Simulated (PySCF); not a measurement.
# C₅H₇OSi−: excited states

Aim: compute the excited states of C₅H₇OSi− (`C=C(C)C#C[SiH-]O`).

Computed with PySCF 2.14.0 and routines of our own; the level stands in each step. Atoms count from 0.

## Step 1: The starting structure

14 atoms, charge -1, multiplicity 1; geometry from: GFN2-xTB.

## Step 2: Excited states: TDA LC-wPBE/aug-cc-pVDZ

The job: settings as JSON, then the geometry in Å.

```
{"job": {"kind": "states", "xc": "LC-wPBE", "basis": "aug-cc-pVDZ", "tda": true, "soc": true, "nstates": 5, "ntriplets": 6, "nquad": 4}, "charge": -1, "multiplicity": 1}
C     -1.847229     1.383243     0.747586
C     -1.238681     0.201537     0.476248
C     -2.033372    -1.085684     0.487556
C      0.113830     0.071599     0.183120
C      1.327794    -0.104413     0.084492
Si     2.893458    -0.318176    -0.835823
O      3.989265     0.897374    -0.418215
H     -2.900708     1.439868     0.981739
H     -1.300558     2.312204     0.743930
H     -3.074187    -0.900128     0.757695
H     -1.606910    -1.791956     1.203121
H     -2.006704    -1.560017    -0.495978
H      3.503862    -1.535073    -0.174232
H      4.179461     0.989150     0.516619
```

Level: TDA LC-wPBE/aug-cc-pVDZ excited states, vertical, gas phase, spin-orbit mean-field couplings.

Run with:

```
OMP_NUM_THREADS=1 python excited_run.py task.json out
```

The driver reads the jobs from task.json and runs them one after another.

Log:

```text
coarse grid: 12480 points
cycle   1  E = -559.0143500329  dE =  1.002e+00  |g| = 7.386e-01  |ddm| = 1.390e+01
cycle   2  E = -559.0217155989  dE = -7.366e-03  |g| = 8.183e-01  |ddm| = 3.040e+00
cycle   3  E = -559.1463293740  dE = -1.246e-01  |g| = 7.027e-02  |ddm| = 1.409e+00
cycle   4  E = -559.1479636211  dE = -1.634e-03  |g| = 3.071e-02  |ddm| = 3.478e-01
cycle   5  E = -559.1483310329  dE = -3.674e-04  |g| = 1.316e-02  |ddm| = 1.939e-01
cycle   6  E = -559.1483963757  dE = -6.534e-05  |g| = 5.169e-03  |ddm| = 5.741e-02
cycle   7  E = -559.1484147721  dE = -1.840e-05  |g| = 1.897e-03  |ddm| = 3.628e-02
cycle   8  E = -559.1484201829  dE = -5.411e-06  |g| = 7.844e-04  |ddm| = 2.511e-02
final grid: 116784 points
cycle   9  E = -559.1622974897  dE = -4.287e-05  |g| = 4.000e-03  |ddm| = 3.397e-01
cycle  10  E = -559.1623003451  dE = -2.855e-06  |g| = 2.953e-03  |ddm| = 4.215e-02
cycle  11  E = -559.1623025487  dE = -2.204e-06  |g| = 6.649e-04  |ddm| = 9.373e-03
cycle  12  E = -559.1623026570  dE = -1.083e-07  |g| = 3.438e-04  |ddm| = 3.517e-03
cycle  13  E = -559.1623026996  dE = -4.254e-08  |g| = 6.356e-05  |ddm| = 2.389e-03
cycle  14  E = -559.1623027036  dE = -4.064e-09  |g| = 3.948e-05  |ddm| = 9.001e-04
cycle  15  E = -559.1623027056  dE = -2.013e-09  |g| = 1.706e-05  |ddm| = 7.463e-04
cycle  16  E = -559.1623027061  dE = -4.547e-10  |g| = 7.329e-06  |ddm| = 3.482e-04
converged SCF energy = -559.1623027061

Singlet excitations
state   eV       nm        f     d(h-e)  d(exc)  Lambda  PR(NTO)  |dmu|/D   mu/D   main configurations
  1   2.7582   449.5   0.17513   0.583   5.077   0.207   1.030    2.124    8.527   H->L+2 0.49, H->L 0.13, H->L+4 0.10
  2   3.0598   405.2   0.03239   1.683   5.553   0.175   1.021    5.696    5.176   H->L+4 0.34, H->L 0.24, H->L+9 0.10
  3   3.2493   381.6   0.14855   2.659   6.303   0.175   1.036    9.312    4.565   H->L 0.33, H->L+5 0.23, H->L+6 0.23
  4   3.3416   371.0   0.16863   1.736   5.691   0.251   1.041    5.111    3.467   H->L+1 0.29, H->L+7 0.28, H->L+6 0.14
  5   3.4775   356.5   0.11530   1.722   5.998   0.236   1.043                     H->L+3 0.42, H->L+7 0.21, H->L+1 0.17

Triplet excitations (Tamm-Dancoff)
state   eV     d(h-e)  d(exc)  Lambda  PR(NTO)   main configurations
  1   1.8542   1.399   3.884   0.364   1.067   H->L+7 0.44
  2   2.6568   1.127   4.061   0.299   1.076   H->L+4 0.20, H->L+15 0.16, H->L+2 0.13
  3   2.8243   2.128   5.216   0.187   1.020   H->L+2 0.23, H->L 0.20, H->L+9 0.12
  4   3.1679   1.774   6.166   0.183   1.058   H->L 0.35, H->L+6 0.23, H->L+5 0.17
  5   3.3214   2.304   6.233   0.156   1.020   H->L+1 0.46, H->L+5 0.13, H->L+3 0.11
  6   3.4038   3.225   6.676   0.185   1.039   H->L 0.32, H->L+2 0.23, H->L+6 0.13
S1 - T1 = 0.9040 eV

Spin-orbit couplings |<S|Hso|T>| (cm-1)
             T1       T2       T3       T4       T5       T6
S0       17.319   29.715    5.419    4.320    7.605    9.477
S1        2.835    3.407    1.825    1.407    2.162    2.095
S2        3.036    0.872    1.611    1.786    2.178    0.876
S3        0.693    1.740    0.221    0.696    0.474    1.087
S4        3.580    3.120    2.032    1.742    0.968    2.894
S5        1.781    3.823    1.144    1.305    1.819    1.908
T1 sublevels (cm-1): 0.000 0.006 0.022   radiative rates (1/s): 10.2 1.38 42.3
```

It took 61 s on 1 thread of Arm Neoverse V2, shared host; peak memory 0.85 GiB.

In short:

| quantity | value |
| --- | --- |
| S1 less T1 | 0.90 eV |

## Step 3: Excited states: TDDFT CAM-B3LYP/aug-cc-pVDZ

Settings changed since step 2:

```diff
@@ -1,2 +1,2 @@
-{"job": {"kind": "states", "xc": "LC-wPBE", "basis": "aug-cc-pVDZ", "tda": true, "soc": true, "nstates": 5, "ntriplets": 6, "nquad": 4}, "charge": -1, "multiplicity": 1}
+{"job": {"kind": "states", "xc": "CAM-B3LYP", "basis": "aug-cc-pVDZ", "tpa": true, "nstates": 6, "nquad": 5, "ntriplets": 0}, "charge": -1, "multiplicity": 1}
 C     -1.847229     1.383243     0.747586
```

Level: TDDFT CAM-B3LYP/aug-cc-pVDZ excited states, vertical, gas phase, two-photon moments by quadratic response.

Log:

```text
coarse grid: 12480 points
cycle   1  E = -559.1539423863  dE =  9.134e-01  |g| = 7.797e-01  |ddm| = 1.655e+01
cycle   2  E = -559.0716741131  dE =  8.227e-02  |g| = 1.071e+00  |ddm| = 4.091e+00
cycle   3  E = -559.2974897995  dE = -2.258e-01  |g| = 1.027e-01  |ddm| = 2.260e+00
cycle   4  E = -559.2998340239  dE = -2.344e-03  |g| = 4.504e-02  |ddm| = 4.441e-01
cycle   5  E = -559.3003711938  dE = -5.372e-04  |g| = 2.224e-02  |ddm| = 2.358e-01
cycle   6  E = -559.3005015060  dE = -1.303e-04  |g| = 5.519e-03  |ddm| = 8.708e-02
cycle   7  E = -559.3005120475  dE = -1.054e-05  |g| = 1.388e-03  |ddm| = 3.843e-02
cycle   8  E = -559.3005136524  dE = -1.605e-06  |g| = 6.107e-04  |ddm| = 2.591e-02
final grid: 116784 points
cycle   9  E = -559.3207251547  dE = -1.776e-05  |g| = 3.383e-03  |ddm| = 2.827e-01
cycle  10  E = -559.3207251948  dE = -4.012e-08  |g| = 3.618e-03  |ddm| = 3.969e-02
cycle  11  E = -559.3207281578  dE = -2.963e-06  |g| = 6.546e-04  |ddm| = 9.549e-03
cycle  12  E = -559.3207282608  dE = -1.030e-07  |g| = 2.151e-04  |ddm| = 3.812e-03
cycle  13  E = -559.3207282731  dE = -1.234e-08  |g| = 1.053e-04  |ddm| = 2.085e-03
cycle  14  E = -559.3207282762  dE = -3.105e-09  |g| = 2.559e-05  |ddm| = 8.735e-04
cycle  15  E = -559.3207282766  dE = -4.068e-10  |g| = 9.331e-06  |ddm| = 3.145e-04
converged SCF energy = -559.3207282766

Singlet excitations
state   eV       nm        f     d(h-e)  d(exc)  Lambda  PR(NTO)  |dmu|/D   mu/D   delta(TPA)   sigma/GM   main configurations
  1   2.2532   550.3   0.06746   2.321   6.061   0.208   1.018    6.958    1.162     1650.69      3.070   H->L 0.51, H->L+2 0.40
  2   2.4653   502.9   0.05559   2.279   6.350   0.223   1.022    6.813    1.318     2946.79      6.561   H->L+2 0.36, H->L 0.35, H->L+4 0.19
  3   2.6943   460.2   0.01575   3.501   6.809   0.158   1.013   12.462    6.658     5380.25     14.308   H->L+1 0.66, H->L+5 0.20
  4   2.8292   438.2   0.14396   2.010   6.007   0.266   1.027    5.704    2.354     3402.37      9.977   H->L+5 0.22, H->L+6 0.20, H->L+4 0.17
  5   2.9409   421.6   0.19988   2.452   5.943   0.310   1.054    6.941    3.160    23010.85     72.911   H->L+3 0.71, H->L+6 0.12
  6   2.9931   414.2   0.06254   1.295   6.296   0.281   1.014                                            H->L+5 0.38, H->L+4 0.24, H->L+7 0.12
```

It took 50 s on 1 thread of Arm Neoverse V2, shared host; peak memory 0.95 GiB.

## Step 4: Excited states: TDDFT BHandHLYP/aug-cc-pVDZ

Settings changed since step 3:

```diff
@@ -1,2 +1,2 @@
-{"job": {"kind": "states", "xc": "CAM-B3LYP", "basis": "aug-cc-pVDZ", "tpa": true, "nstates": 6, "nquad": 5, "ntriplets": 0}, "charge": -1, "multiplicity": 1}
+{"job": {"kind": "states", "xc": "BHandHLYP", "basis": "aug-cc-pVDZ", "tpa": true, "nstates": 2, "nquad": 5, "ntriplets": 0, "scf": {"conv": 1e-08}}, "charge": -1, "multiplicity": 1}
 C     -1.847229     1.383243     0.747586
```

Method: TDDFT BHandHLYP/aug-cc-pVDZ excited states, vertical, gas phase, two-photon moments by quadratic response.

Log:

```text
final grid: 116784 points
cycle   1  E = -559.1644897783  dE =  9.415e-01  |g| = 7.204e-01  |ddm| = 1.427e+01
cycle   2  E = -559.1300323599  dE =  3.446e-02  |g| = 8.872e-01  |ddm| = 3.658e+00
cycle   3  E = -559.2915544002  dE = -1.615e-01  |g| = 9.704e-02  |ddm| = 1.946e+00
cycle   4  E = -559.2932451100  dE = -1.691e-03  |g| = 5.886e-02  |ddm| = 3.841e-01
cycle   5  E = -559.2941600467  dE = -9.149e-04  |g| = 2.306e-02  |ddm| = 2.391e-01
cycle   6  E = -559.2943024194  dE = -1.424e-04  |g| = 3.990e-03  |ddm| = 7.991e-02
cycle   7  E = -559.2943082573  dE = -5.838e-06  |g| = 1.136e-03  |ddm| = 2.903e-02
cycle   8  E = -559.2943091657  dE = -9.083e-07  |g| = 4.782e-04  |ddm| = 1.567e-02
cycle   9  E = -559.2943093000  dE = -1.344e-07  |g| = 1.897e-04  |ddm| = 7.472e-03
cycle  10  E = -559.2943093205  dE = -2.044e-08  |g| = 8.969e-05  |ddm| = 2.749e-03
cycle  11  E = -559.2943093251  dE = -4.624e-09  |g| = 2.727e-05  |ddm| = 1.309e-03
converged SCF energy = -559.2943093251

Singlet excitations
state   eV       nm        f     d(h-e)  d(exc)  Lambda  PR(NTO)  |dmu|/D   mu/D   delta(TPA)   sigma/GM   main configurations
  1   2.1694   571.5   0.03320   4.179   6.856   0.155   1.008   14.867    8.644     1835.66      3.165   H->L 0.79, H->L+2 0.17
  2   2.4050   515.5   0.07773   1.764   6.075   0.277   1.020    5.587    6.895     3589.94      7.607   H->L+2 0.65, H->L 0.15, H->L+4 0.15
```

Run time: 28 s. Hardware: 1 thread of Arm Neoverse V2, shared host; peak memory 0.96 GiB.

## Step 5: Excited states: TDDFT CAM-B3LYP/6-311G**

Settings changed since step 4:

```diff
@@ -1,2 +1,2 @@
-{"job": {"kind": "states", "xc": "BHandHLYP", "basis": "aug-cc-pVDZ", "tpa": true, "nstates": 2, "nquad": 5, "ntriplets": 0, "scf": {"conv": 1e-08}}, "charge": -1, "multiplicity": 1}
+{"job": {"kind": "states", "xc": "CAM-B3LYP", "basis": "6-311G**", "tpa": true, "nstates": 10, "nquad": 5, "ntriplets": 0, "scf": {"max_cycle": 3}}, "charge": -1, "multiplicity": 1}
 C     -1.847229     1.383243     0.747586
```

Level: TDDFT CAM-B3LYP/6-311G** excited states, vertical, gas phase, two-photon moments by quadratic response.

Log:

```text
final grid: 116784 points
cycle   1  E = -559.2142613654  dE =  8.839e-01  |g| = 8.431e-01  |ddm| = 3.219e+00
cycle   2  E = -559.1640171814  dE =  5.024e-02  |g| = 1.056e+00  |ddm| = 1.918e+00
cycle   3  E = -559.3641636336  dE = -2.001e-01  |g| = 1.032e-01  |ddm| = 1.196e+00
SCF not converged, last energy = -559.3641636336
```

Wall time 4.3 s (1 thread of Arm Neoverse V2, shared host); peak memory 0.93 GiB.

Why it failed: The cap of 3 cycles ended the SCF at a gradient of 1.0e-01. Cure: raise the cap. Numbers printed on the way are no properties of the molecule.

## Step 6: Excited states: TDDFT CAM-B3LYP/3-21G

Settings changed since step 5:

```diff
@@ -1,2 +1,2 @@
-{"job": {"kind": "states", "xc": "CAM-B3LYP", "basis": "6-311G**", "tpa": true, "nstates": 10, "nquad": 5, "ntriplets": 0, "scf": {"max_cycle": 3}}, "charge": -1, "multiplicity": 1}
+{"job": {"kind": "states", "xc": "CAM-B3LYP", "basis": "3-21G", "tpa": true, "nstates": 1, "nquad": 5, "ntriplets": 0, "scf": {"conv": 1e-06}}, "charge": -1, "multiplicity": 1}
 C     -1.847229     1.383243     0.747586
```

With the program's defaults for keys left out, this is: TDDFT CAM-B3LYP/3-21G excited states, vertical, gas phase, two-photon moments by quadratic response.

Log:

```text
final grid: 116784 points
cycle   1  E = -556.1135027932  dE =  6.440e-01  |g| = 7.643e-01  |ddm| = 3.876e+00
cycle   2  E = -556.0972067623  dE =  1.630e-02  |g| = 8.836e-01  |ddm| = 1.568e+00
cycle   3  E = -556.2368580044  dE = -1.397e-01  |g| = 8.265e-02  |ddm| = 8.667e-01
cycle   4  E = -556.2381562463  dE = -1.298e-03  |g| = 5.079e-02  |ddm| = 1.538e-01
cycle   5  E = -556.2387606396  dE = -6.044e-04  |g| = 1.885e-02  |ddm| = 7.324e-02
cycle   6  E = -556.2388535798  dE = -9.294e-05  |g| = 3.414e-03  |ddm| = 2.318e-02
cycle   7  E = -556.2388583258  dE = -4.746e-06  |g| = 9.969e-04  |ddm| = 9.139e-03
cycle   8  E = -556.2388590096  dE = -6.838e-07  |g| = 4.905e-04  |ddm| = 3.151e-03
converged SCF energy = -556.2388590096

Singlet excitations
state   eV       nm        f     d(h-e)  d(exc)  Lambda  PR(NTO)  |dmu|/D   mu/D   delta(TPA)   sigma/GM   main configurations
  1   3.4939   354.9   0.47763   2.268   4.005   0.601   1.123    3.605    3.329     2292.52     10.252   H->L 0.91
```

It took 5.9 s on 1 thread of Arm Neoverse V2, shared host; peak memory 0.48 GiB.

## Step 7: Excited states: TDDFT X3LYP/aug-cc-pVDZ

Settings changed since step 6:

```diff
@@ -1,2 +1,2 @@
-{"job": {"kind": "states", "xc": "CAM-B3LYP", "basis": "3-21G", "tpa": true, "nstates": 1, "nquad": 5, "ntriplets": 0, "scf": {"conv": 1e-06}}, "charge": -1, "multiplicity": 1}
+{"job": {"kind": "states", "xc": "X3LYP", "basis": "aug-cc-pVDZ", "tpa": true, "nstates": 20, "nquad": 5, "ntriplets": 0, "frozen_core": false}, "charge": -1, "multiplicity": 1}
 C     -1.847229     1.383243     0.747586
```

With the program's defaults for keys left out, this is: TDDFT X3LYP/aug-cc-pVDZ excited states, vertical, gas phase, two-photon moments by quadratic response.

Log:

```text
coarse grid: 12480 points
cycle   1  E = -559.1179428974  dE =  8.239e-01  |g| = 8.667e-01  |ddm| = 1.732e+01
cycle   2  E = -558.7660240429  dE =  3.519e-01  |g| = 1.544e+00  |ddm| = 8.231e+00
cycle   3  E = -559.2891493647  dE = -5.231e-01  |g| = 1.988e-01  |ddm| = 6.488e+00
cycle   4  E = -559.2958692127  dE = -6.720e-03  |g| = 1.121e-01  |ddm| = 8.512e-01
cycle   5  E = -559.2990122151  dE = -3.143e-03  |g| = 6.553e-02  |ddm| = 5.381e-01
cycle   6  E = -559.3002991869  dE = -1.287e-03  |g| = 1.204e-02  |ddm| = 2.159e-01
cycle   7  E = -559.3003498061  dE = -5.062e-05  |g| = 2.914e-03  |ddm| = 5.830e-02
cycle   8  E = -559.3003526465  dE = -2.840e-06  |g| = 7.468e-04  |ddm| = 1.423e-02
final grid: 116784 points
cycle   9  E = -559.3199669080  dE = -2.606e-05  |g| = 5.240e-03  |ddm| = 4.853e-01
cycle  10  E = -559.3199584592  dE =  8.449e-06  |g| = 7.463e-03  |ddm| = 5.061e-02
cycle  11  E = -559.3199728360  dE = -1.438e-05  |g| = 2.439e-03  |ddm| = 2.345e-02
cycle  12  E = -559.3199747178  dE = -1.882e-06  |g| = 2.893e-04  |ddm| = 8.647e-03
cycle  13  E = -559.3199747350  dE = -1.720e-08  |g| = 1.274e-04  |ddm| = 1.311e-03
cycle  14  E = -559.3199747388  dE = -3.769e-09  |g| = 3.495e-05  |ddm| = 5.003e-04
cycle  15  E = -559.3199747392  dE = -3.424e-10  |g| = 1.323e-05  |ddm| = 1.372e-04
converged SCF energy = -559.3199747392

Singlet excitations
state   eV       nm        f     d(h-e)  d(exc)  Lambda  PR(NTO)  |dmu|/D   mu/D   delta(TPA)   sigma/GM   main configurations
  1   1.7451   710.5   0.01300   5.422   7.300   0.173   1.002   19.551   14.126     3874.94      4.323   H->L 0.98
  2   2.0816   595.6   0.06702   2.171   5.766   0.497   1.011    9.540   12.413     5945.33      9.438   H->L+1 0.70, H->L+3 0.26
  3   2.1975   564.2   0.00204   4.974   7.385   0.153   1.002   18.022   12.557     3775.48      6.679   H->L+2 0.98
  4   2.4863   498.7   0.04678   2.435   6.386   0.282   1.005    7.492    3.570     3806.44      8.620   H->L+4 0.90
  5   2.5759   481.3   0.16660   3.359   6.207   0.430   1.036    9.637    5.575    29029.27     70.567   H->L+3 0.63, H->L+1 0.21, H->L+5 0.10
  6   2.6623   465.7   0.11863   0.256   6.038   0.322   1.009                                            H->L+5 0.64, H->L+6 0.24
  7   2.7659   448.3   0.07781   1.807   5.857   0.299   1.015                                            H->L+6 0.69, H->L+5 0.20
  8   3.0007   413.2   0.01511   1.817   6.322   0.292   1.011                                            H->L+7 0.88
  9   3.2559   380.8   0.08600   1.837   5.850   0.322   1.012                                            H->L+8 0.91
 10   3.3389   371.3   0.00693   2.957   6.902   0.289   1.004                                            H->L+9 0.89
 11   3.4878   355.5   0.00949   1.331   5.124   0.444   1.013                                            H->L+10 0.69, H->L+12 0.20
 12   3.7714   328.7   0.00871   1.462   5.877   0.316   1.009                                            H->L+11 0.82, H->L+12 0.10
 13   3.8962   318.2   0.02226   1.257   5.550   0.423   1.030                                            H->L+12 0.63, H->L+11 0.15, H->L+10 0.13
 14   4.2284   293.2   0.01312   2.378   5.910   0.412   1.068                                            H->L+13 0.75, H->L+14 0.19
 15   4.3229   286.8   0.00495   3.413   5.664   0.206   1.045                                            H-1->L 0.96
 16   4.3876   282.6   0.01044   2.873   5.813   0.343   1.062                                            H->L+14 0.76, H->L+13 0.18
 17   4.5807   270.7   0.00930   1.958   5.085   0.304   1.933                                            H-2->L+1 0.41, H->L+15 0.34, H-2->L 0.10
 18   4.5915   270.0   0.02075   2.696   5.879   0.291   1.963                                            H->L+15 0.57, H-2->L+1 0.25
 19   4.7079   263.4   0.02675   2.381   5.681   0.396   1.761                                            H->L+16 0.46, H-1->L+1 0.29, H->L+17 0.19
 20   4.7853   259.1   0.03678   1.880   5.740   0.371   1.729                                            H-1->L+1 0.35, H-1->L+2 0.34, H->L+16 0.19
```

Wall time 60 s (1 thread of Arm Neoverse V2, shared host); peak memory 0.93 GiB.

## Step 8: Results

| quantity | value |
| --- | --- |
| S1 less T1 (step 2, TDA LC-wPBE/aug-cc-pVDZ) | 0.90 eV |
| runs | 1 failed, 0 ended on unsound input |

In words: The anion's LUMO lies above zero, so it is an unbound level set by the basis, and the orbital gap is no excitation or fundamental gap. For an anion in the gas phase, states above the energy of detachment are held by the basis alone, so excitations and responses hang on it. In step 2, the number of triplets below S1 is 2, and the largest singlet-triplet spin-orbit coupling is S0–T2, 29.71 cm⁻¹.
